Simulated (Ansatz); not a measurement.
# Si2TeS3: a closer look at a trial structure

This session takes a relaxed cell of Si2TeS3 and sets out to compute bands, density of states and charges.

Method: DFT PBE, scalar-relativistic, plane waves, PAW, unless a step's input says otherwise, in Ansatz 0.2.0.

1 further run of the same task is left out (set aside as unsound or not needed).

## Step 1: The system as given

Symmetry: P6/mmm, No. 191, hexagonal system. Conventional cell: a = 6.404 Å, b = 6.404 Å, c = 3.164 Å, α = 90.00°, β = 90.00°, γ = 120.00°. Si (site symmetry -6m2) is surrounded by 6 S at 2.43 Å. Te (site symmetry 6/mmm) has 2 Te at 3.16 Å and 12 S at 3.57 Å as nearest neighbours. S (site symmetry mmm) is surrounded by 4 Si at 2.43 Å.

As a file:

```cif
data_structure
_symmetry_space_group_name_H-M 'P 1'
_symmetry_Int_Tables_number 1
_cell_length_a 6.4041
_cell_length_b 6.4041
_cell_length_c 3.1642
_cell_angle_alpha 90.000
_cell_angle_beta 90.000
_cell_angle_gamma 120.000
_cell_volume 112.39
loop_
_atom_site_label
_atom_site_type_symbol
_atom_site_fract_x
_atom_site_fract_y
_atom_site_fract_z
_atom_site_occupancy
Si1 Si 0.33333 0.66667 0.00000 1
Si2 Si 0.66667 0.33333 0.00000 1
Te1 Te 0.00000 0.00000 0.00000 1
S1 S 0.50000 0.00000 0.50000 1
S2 S 0.00000 0.50000 0.50000 1
S3 S 0.50000 0.50000 0.50000 1
```

The cell was relaxed beforehand at this level, from a database cell with other species swapped in; it is a trial structure. At a tolerance of 0.05 Å it has space group P6/mmm (No. 191); it has 18.73 Å³/atom, an uncorrected energy of +0.19 eV/atom over the elements.

## Step 2: Static run: bands, density of states and charges

input.yaml

```yaml
crystal:
  lattice:
    - [6.4040952295, 0.0, 0.0]
    - [-3.2020476148, 5.546109157, 0.0]
    - [0.0, 0.0, 3.1642122232]
  atoms:
    - { symbol: Si, position: [0.3333333333, 0.6666666667, 0.0] }
    - { symbol: Si, position: [0.6666666667, 0.3333333333, 0.0] }
    - { symbol: Te, position: [0.0, 0.0, 0.0] }
    - { symbol: S, position: [0.5, 0.0, 0.5] }
    - { symbol: S, position: [0.0, 0.5, 0.5] }
    - { symbol: S, position: [0.5, 0.5, 0.5] }
basis:
  ecutwfc: 420
kpoints:
  mp_grid: { grid: [6, 6, 12] }
  band_path:
    path:
      - [[0.0, 0.0, 0.0], [0.5, 0.0, 0.0], [0.33333333, 0.33333333, 0.0], [0.0, 0.0, 0.0], [0.0, 0.0, 0.5], [0.5, 0.0, 0.5], [0.33333333, 0.33333333, 0.5], [0.0, 0.0, 0.5]]
      - [[0.5, 0.0, 0.5], [0.5, 0.0, 0.0]]
      - [[0.33333333, 0.33333333, 0.5], [0.33333333, 0.33333333, 0.0]]
    npoints: 14
hamiltonian:
  xc: pbe
scf:
  occupations: { method: gaussian, width: 0.1 }
  n_extra_bands: 15
output:
  forces: true
  stress: true
  eigenvalues: true
  populations: true
  dos: { projected: true, de: 0.02, nscf_kmesh: { grid: [8, 8, 15] } }
  bader: true
  write_density: true
  write_potential: true
  elf: true
  volumetric_format: npy
```

Run with:

```console
$ ansatz run input.yaml --threads 1 --pin off --max-ram 2048MiB --backend cpu --events-out ev --progress --plain --runs-dir out
```

Standard output:

```text
Warning: RAYON_NUM_THREADS=1 ignored (pool sized by the plan → 1); use --threads N
scf.n_extra_bands = 15 over 21 filled bands (N_el = 42.0): the run solves 36 bands
Engine: ansatz 0.2.0, aarch64-unknown-linux-gnu
Pseudopotentials: kind: paw
Pseudopotential: Si, paw, valence charge 4, recommended cutoff 420 eV (normal), Si.paw.azcp
Pseudopotential: Te, paw, valence charge 16, recommended cutoff 420 eV (normal), Te.paw.azcp
Pseudopotential: S, paw, valence charge 6, recommended cutoff 420 eV (normal), S.paw.azcp
Functional definition: PBE
  parameter kappa = 0.804
  parameter beta = 0.06672455060314922
  exchange = pbe_x(kappa = kappa, mu = beta*pi^2/3)
  correlation = pbe_c(beta = beta)
Crystal: 6 atoms, lattice volume = 112.386 Å³
Basis set: ecut = 420 eV, 2195 PW (Γ), exchange–correlation on 90×90×48 points (8 copies of the dense FFT grid, shifted against one another)
Bands: 36, of which v1, the nominal top of the filled ones, is band 21 counted from 1 (20 counted from 0)
Symmetry: 24 space group operations
Space group: P6/mmm (ITA 191), of the structure as read, at distance tolerance 4.8e-5 Å
k-points: 49 of 432
Non-local potential: Si, projectors of the file, l = 0: 2, l = 1: 2, l = 2: 2
Non-local potential: Te, projectors of the file, l = 0: 2, l = 1: 2, l = 2: 2, l = 3: 2
Non-local potential: S, projectors of the file, l = 0: 2, l = 1: 2, l = 2: 2
PAW form: soft (Blöchl's): semilocal exchange-correlation on the pseudo side does not see the compensation charge
PAW one-centre angular grid: Si, 110 points (default); XC on 64 Gauss nodes
PAW one-centre angular grid: Te, 590 points (default); XC on 64 Gauss nodes
PAW one-centre angular grid: S, 110 points (default); XC on 64 Gauss nodes
Initial density: superposition of atomic densities (neutral atoms: chi_scale 0, normalization atom), corrected by the library's trained network
Initial wavefunctions: pseudopotential atomic-orbital guess
Functional: x = pbe(κ = 0.804, μ = 0.2195149727645171), c = pbe(β = 0.06672455060314922)
SCF iter   1: F=—  HF=-10956.637722 eV  |F-HF|=—  |Δ(HF+E_count)|=         —  Δρ=3.16e-3  dr2=2.50e-2  ethr=1.77e-3  ⟨swp⟩=6.6  Hψ=8877  notcnv=0  defer=155
preconditioner: auto → Kerker (q_TF=auto, 2.316 Å⁻¹)  [metal: Δε(μ)=0.020 eV  Ē_g=11.878 eV  σ=0.100 eV  W_gap=0.11  n_scr=32 (ndim 8)  ℏωp=19.8 eV  f_vac=0.000  D(μ)=4.72/eV (n_scr^D=32)]
SCF iter   2: F=—  HF=-10956.635347 eV  |F-HF|=—  |Δ(HF+E_count)|=   2.38e-3  Δρ=1.91e-3  dr2=8.22e-3  ethr=5.95e-5  ⟨swp⟩=1.4  Hψ=2191  notcnv=0  defer=198
SCF iter   3: F=—  HF=-10956.634437 eV  |F-HF|=—  |Δ(HF+E_count)|=   9.10e-4  Δρ=4.13e-4  dr2=3.09e-4  ethr=1.96e-5  ⟨swp⟩=2.0  Hψ=1774  notcnv=0  defer=198
SCF iter   4: F=—  HF=-10956.634396 eV  |F-HF|=—  |Δ(HF+E_count)|=   4.10e-5  Δρ=1.60e-4  dr2=1.03e-4  ethr=7.37e-7  ⟨swp⟩=2.0  Hψ=2380  notcnv=0  defer=198
SCF iter   5: F=—  HF=-10956.634379 eV  |F-HF|=—  |Δ(HF+E_count)|=   1.69e-5  Δρ=6.59e-5  dr2=5.55e-6  ethr=2.45e-7  ⟨swp⟩=2.2  Hψ=2052  notcnv=0  defer=198
SCF iter   6: F=—  HF=-10956.634418 eV  |F-HF|=—  |Δ(HF+E_count)|=   3.93e-5  Δρ=1.33e-5  dr2=3.48e-7  ethr=1.32e-8  ⟨swp⟩=2.1  Hψ=2042  notcnv=0  defer=198
SCF iter   7: F=-10956.634419 eV  HF=-10956.634419 eV  |F-HF|=2.95e-9  |Δ(HF+E_count)|=   6.00e-8  Δρ=3.45e-6  dr2=1.68e-8  ethr=2.38e-10  ⟨swp⟩=15.1  Hψ=13333  notcnv=0
SCF 1 converged in 7 iterations: F = -10956.634419 eV  dr2 = 1.68e-8
NSCF: frozen V_eff on 129 k-points
NSCF: frozen V_eff on 80 k-points
SCF converged after 7 iterations
Free energy (F): -10956.634419 eV
Harris-Foulkes:  -10956.634419 eV  (|F-HF|=2.95e-9)
Internal energy: -10956.610290 eV  (E = F + TS)
E sigma→0 (E₀):  -10956.622354 eV
Entropy (-TS):   -0.024129 eV (-4.021 meV/atom)
Fermi energy:    8.922156 eV
--- Per-component energies (eV) ---
  E_band       = -188.412975
  E_kinetic    = 582.578786
  E_local      = -1591.498830  (includes V_loc(G=0)·N_el)
  E_nonlocal   = -175.168976
  E_hartree    = 927.347154
  E_xc         = -526.638462
  E_vxc        = -461.061145  (∫ρ·V_xc dr)
  E_paw        = -7486.799404  (= ΣΔE_a)
  E_vpaw       = -397.954177  (= ΣTr[D̂ρ^β])
  E_aug_tail   = -0.000164  (compensation charges beyond the density's cutoff)
  E_ewald      = -2686.430396
  E_smearing   = -0.024129  (= −TS)
  E_closure    = -0.000000  (closes the sum)
  Σ components = -10956.634419   (vs F -10956.634419, Δ=0.00e0)
--- Forces (eV/Å), atoms counted from 1 ---
  atom   1  Si     0.00000000     0.00000000     0.00000000
  atom   2  Si    -0.00000000    -0.00000000    -0.00000000
  atom   3  Te     0.00000000     0.00000000     0.00000000
  atom   4  S      0.00000000     0.00000000     0.00000000
  atom   5  S      0.00000000     0.00000000     0.00000000
  atom   6  S      0.00000000    -0.00000000     0.00000000
  max |Σ_I F_I| component: 2.31e-18 eV/Å
--- Stress (GPa, compression-positive) ---
       -0.030454      -0.000000       0.000000
       -0.000000      -0.030454       0.000000
        0.000000       0.000000       0.042745
  P = ⅓ Tr σ = -0.0061 GPa (-0.061 kbar)
--- Band table (eV; the first three rows and the last of 49) ---
  k-point 0: bands = ["-27.8415", "-27.7733", "-27.7733", "-27.7052", "-27.7052", "-6.9858", "-4.6085", "-4.6085", "-2.1512", "-1.9296", "2.6620", "2.6620", "5.8694", "6.0849", "6.0849", "6.3529", "7.7980", "7.7980", "7.8409", "9.6709", "9.6709", "10.9219", "10.9484", "10.9484", "11.6654", "12.3807", "12.4161", "14.4224", "14.4224", "16.0307", "16.0307", "16.3333", "17.1885", "17.1885", "17.3984", "17.3984"]
  k-point 1: bands = ["-27.8370", "-27.7745", "-27.7745", "-27.7051", "-27.7051", "-6.9040", "-4.5420", "-4.5420", "-2.0682", "-1.8344", "2.7502", "2.7502", "4.6706", "6.1597", "6.1597", "7.1645", "7.1645", "7.2070", "7.8863", "9.5172", "9.6552", "9.6552", "11.3319", "11.3319", "11.5487", "12.2194", "13.8522", "14.7842", "14.7842", "14.8530", "14.8530", "16.4809", "17.2550", "17.3269", "17.3269", "18.7437"]
  k-point 2: bands = ["-27.8246", "-27.7778", "-27.7778", "-27.7048", "-27.7048", "-6.6633", "-4.3496", "-4.3496", "-1.8280", "-1.5501", "3.0123", "3.0123", "3.1489", "5.9144", "5.9144", "6.3784", "6.3784", "7.6928", "7.9334", "8.0148", "9.5510", "9.5510", "9.8608", "11.9696", "11.9696", "13.2560", "13.2560", "13.5152", "15.8068", "15.9078", "15.9078", "16.6022", "16.8311", "17.7800", "17.7800", "18.3568"]
  k-point 48: bands = ["-27.7912", "-27.7912", "-27.7739", "-27.7037", "-27.7037", "-4.4061", "-4.4061", "-3.3186", "-0.5510", "-0.0971", "-0.0971", "2.5904", "3.1275", "3.1275", "4.2467", "6.0430", "6.0430", "6.3514", "7.2274", "7.2274", "7.4703", "8.8771", "8.8771", "9.6439", "12.0634", "12.9771", "12.9771", "13.6765", "13.6765", "15.7575", "15.7575", "17.6109", "18.0370", "18.0370", "19.6353", "20.2258"]
--- Löwdin populations: 6 sites ---
  site symbol       q [e]
     0     Si      3.6147
     1     Si      3.6147
     2     Te     15.9170
     3      S      6.1337
     4      S      6.1337
     5      S      6.1337
  spilling = 0.010777 (of n_electrons = 42.000000)
--- Bader charges: 6 sites ---
  site symbol  charge [e]  shift [e]
     0     Si      1.3688     0.0014
     1     Si      1.3688     0.0014
     2     Te      0.1086     0.0000
     3      S     -0.9488     0.0009
     4      S     -0.9488     0.0009
     5      S     -0.9488     0.0009
  estimated error of the sums over rays = 3.5e-4 e
```

Run time: 80 s. Hardware: 1 thread of Arm Neoverse V1, shared host; peak memory 0.55 GiB.

By site:

| atom | Löwdin electrons | Bader charge (e) | Bader volume (Å³) |
| --- | --- | --- | --- |
| Si1 | 3.61 | +1.37 | 10.8 |
| Si2 | 3.61 | +1.37 | 10.8 |
| Te3 | 15.92 | +0.11 | 30.2 |
| S4 | 6.13 | -0.95 | 20.2 |
| S5 | 6.13 | -0.95 | 20.2 |
| S6 | 6.13 | -0.95 | 20.2 |

The Löwdin counts miss 0.45 of the 42 electrons, which the atomic orbitals do not span, so they are no charges.

From bands.tsv, the levels nearest the Fermi level at the path's corners, in eV from the Fermi level:

| point | band 18 | band 19 | band 20 | band 21 | band 22 | band 23 | band 24 | band 25 |
| --- | --- | --- | --- | --- | --- | --- | --- | --- |
| Γ | -1.12 | -1.08 | 0.75 | 0.75 | 2.00 | 2.03 | 2.03 | 2.74 |
| M | -1.70 | -1.14 | -0.40 | 0.26 | 1.36 | 3.26 | 3.43 | 3.57 |
| K | -1.16 | -0.93 | -0.93 | 0.72 | 0.72 | 3.36 | 3.46 | 4.50 |
| Γ | -1.12 | -1.08 | 0.75 | 0.75 | 2.00 | 2.03 | 2.03 | 2.74 |
| A | -1.89 | -1.89 | -1.07 | -1.07 | -0.29 | 1.31 | 1.70 | 1.70 |
| L | -2.23 | -1.83 | -1.54 | -0.68 | -0.67 | 0.13 | 0.35 | 3.03 |
| H | -2.57 | -1.70 | -1.70 | -1.45 | -0.04 | -0.04 | 0.72 | 3.14 |
| A | -1.89 | -1.89 | -1.07 | -1.07 | -0.29 | 1.31 | 1.70 | 1.70 |
| L | -2.23 | -1.83 | -1.54 | -0.68 | -0.67 | 0.13 | 0.35 | 3.03 |
| M | -1.70 | -1.14 | -0.40 | 0.26 | 1.36 | 3.26 | 3.43 | 3.57 |
| H | -2.57 | -1.70 | -1.70 | -1.45 | -0.04 | -0.04 | 0.72 | 3.14 |
| K | -1.16 | -0.93 | -0.93 | 0.72 | 0.72 | 3.36 | 3.46 | 4.50 |

States per cell in windows of 1 eV, from dos.tsv and pdos.tsv (zero at the Fermi level):

```
from  to  total  Si 3s  Si 3p  Te 5p  S 3p
  -8  -7   0.88   0.25   0.11   0.01  0.39
  -7  -6   1.83   0.16   0.46   0.04  1.03
  -6  -5   2.26   0.08   0.57   0.12  1.36
  -5  -4   2.73   0.16   0.47   0.37  1.56
  -4  -3   3.67   0.20   0.44   0.51  2.26
  -3  -2   2.59   0.13   0.28   0.34  1.71
  -2  -1   4.07   0.20   0.35   0.96  2.36
  -1   0   3.38   0.22   0.30   1.55  1.13
   0   1   2.60   0.26   0.42   1.01  0.72
   1   2   1.81   0.24   0.64   0.32  0.38
   2   3   1.99   0.07   0.90   0.28  0.32
   3   4   2.77   0.13   1.05   0.19  0.53
   4   5   2.71   0.10   1.06   0.06  0.57
   5   6   2.59   0.07   0.83   0.04  0.45
```

Below -8 eV lie 21 or so more states.

Density in a lattice plane of the grid's cell (edges 6.40 and 6.40 Å, at 0.000 of the third edge), which holds Si and Te.

Ten even steps from ' ' (0.06 e/Å³) to '@' (17.53 e/Å³):
```
**--..                                    ..==**
..                                          ::::
                                                
                                                
                                                
                                                
                                                
                                                
                                                
                                                
                                                
                                                
                                                
                                                
                                                
                                                
                                                
..::::                                          
****==..                                    ..--
@@##--                                      --##
```
Columns run along the first of these edges and rows up along the second, over one cell in 24 and 20 even steps from the bottom left corner. Atoms in the plane (fractional): Si at (0.33, 0.67), Si at (0.67, 0.33), Te at (0.00, 0.00).

ELF in the same plane.

Ten even steps from '0' (0.02) to '9' (0.66):
```
026897200111111003898510
468973112344321114998632
899731135788642115998777
985212578999852114899999
521125776667752112579997
101258758757741001234432
001478679679631000111110
012599655797310011111110
113688778963111134554321
112578777521112577787521
112345543111136987788631
001111111001379755699521
001111100013697697687410
123443210014775785785210
579997521125776667752112
999999841125899987521258
877789951124688753113799
423689941112344321137986
001589830011111100279862
502689510001110001598620
```
Columns run along the first of these edges and rows up along the second, over one cell in 24 and 20 even steps from the bottom left corner. Atoms in the plane (fractional): Si at (0.33, 0.67), Si at (0.67, 0.33), Te at (0.00, 0.00).

Both are smooth fields of the valence electrons: close to the nuclei they are not physical.

The highest ELF values outside the cores: 0.91 beside S, off the lines to its neighbours, 0.9 Å from S; 0.84 on the S–Si line, 0.8 Å from S; 0.84 in the shell around S, 0.8 Å from S.

## Step 3: Changed: mp_grid.grid [8, 8, 15], xc lda

input.yaml

```yaml
crystal:
  lattice:
    - [6.4040952295, 0.0, 0.0]
    - [-3.2020476148, 5.546109157, 0.0]
    - [0.0, 0.0, 3.1642122232]
  atoms:
    - { symbol: Si, position: [0.3333333333, 0.6666666667, 0.0] }
    - { symbol: Si, position: [0.6666666667, 0.3333333333, 0.0] }
    - { symbol: Te, position: [0.0, 0.0, 0.0] }
    - { symbol: S, position: [0.5, 0.0, 0.5] }
    - { symbol: S, position: [0.0, 0.5, 0.5] }
    - { symbol: S, position: [0.5, 0.5, 0.5] }
basis:
  ecutwfc: 420
kpoints:
  mp_grid: { grid: [8, 8, 15] }
hamiltonian:
  xc: lda
scf:
  occupations: { method: gaussian, width: 0.1 }
output:
  forces: true
  eigenvalues: true
  stress: true
```

Run with:

```console
$ ansatz run input.yaml --threads 1 --pin off --max-ram 2048MiB --backend cpu --events-out ev --progress --plain --runs-dir out
```

Standard output, cut to the lines that bear on the results:

```text
Warning: RAYON_NUM_THREADS=1 ignored (pool sized by the plan → 1); use --threads N
[...]
[... 4 set-up lines as earlier in the session ...]
Functional definition: SPW92
[...]
Crystal: 6 atoms, lattice volume = 112.386 Å³
Basis set: ecut = 420 eV, 2195 PW (Γ)
Bands: 27, of which v1, the nominal top of the filled ones, is band 21 counted from 1 (20 counted from 0)
[... 2 set-up lines as earlier in the session ...]
k-points: 80 of 960
[...]
SCF iter   1: F=—  HF=-10652.788020 eV  |F-HF|=—  |Δ(HF+E_count)|=         —  Δρ=5.25e-3  dr2=2.29e-2  ethr=1.77e-3  ⟨swp⟩=7.0  Hψ=11055  notcnv=0
[...]
SCF iter   7: F=-10652.780357 eV  HF=-10652.780357 eV  |F-HF|=8.65e-9  |Δ(HF+E_count)|=   2.43e-8  Δρ=2.30e-6  dr2=1.28e-8  ethr=2.38e-10  ⟨swp⟩=8.2  Hψ=9404  notcnv=0
[...]
SCF converged after 7 iterations
Free energy (F): -10652.780357 eV
[...]
E sigma→0 (E₀):  -10652.771015 eV
Entropy (-TS):   -0.018684 eV (-3.114 meV/atom)
Fermi energy:    8.695437 eV
[...]
--- Forces (eV/Å), atoms counted from 1 ---
  atom   1  Si     0.00000000     0.00000000     0.00000000
  atom   2  Si    -0.00000000    -0.00000000     0.00000000
  atom   3  Te     0.00000000     0.00000000     0.00000000
  atom   4  S      0.00000000     0.00000000     0.00000000
  atom   5  S      0.00000000     0.00000000     0.00000000
  atom   6  S      0.00000000     0.00000000     0.00000000
[...]
--- Stress (GPa, compression-positive) ---
       -4.757311      -0.000000      -0.000000
       -0.000000      -4.757311       0.000000
       -0.000000       0.000000      -4.421368
  P = ⅓ Tr σ = -4.6453 GPa (-46.453 kbar)
--- Band table (eV; the first three rows and the last of 80) ---
[... band rows left out ...]
[...]
```

Run time: 16 s. Hardware: 1 thread of Arm Neoverse V1, shared host; peak memory 0.46 GiB.

| run | ending | energy change | pressure (GPa) | gap (eV) | force (eV/Å) | cycles | time |
| --- | --- | --- | --- | --- | --- | --- | --- |
| step 2 | converged | - | 0.0 | 0.00 | 0.00 | 7 | 80 s |
| variant | converged | not comparable | -4.6 | 0.00 | 0.00 | 7 | 16 s |

Total energies don't compare across a change of functional; the pressure goes from 0.0 to -4.6 GPa. The k-point mesh changed too.

## Step 4: Outcome

| quantity | value |
| --- | --- |
| gap | none (metal) |
| states at the Fermi level | 3.84 per eV per cell |
| Bader charges | Si +1.37, Te +0.11, S -0.95 e |

It comes out metallic. Of the projected weight within 0.25 eV of the Fermi level, the largest part is Te 5p (59 %) and S 3p (25 %). Charge transfer between the atoms is strong (Bader charges up to 1.4 e). Spin-orbit coupling is left out, which matters for the bands of Te.
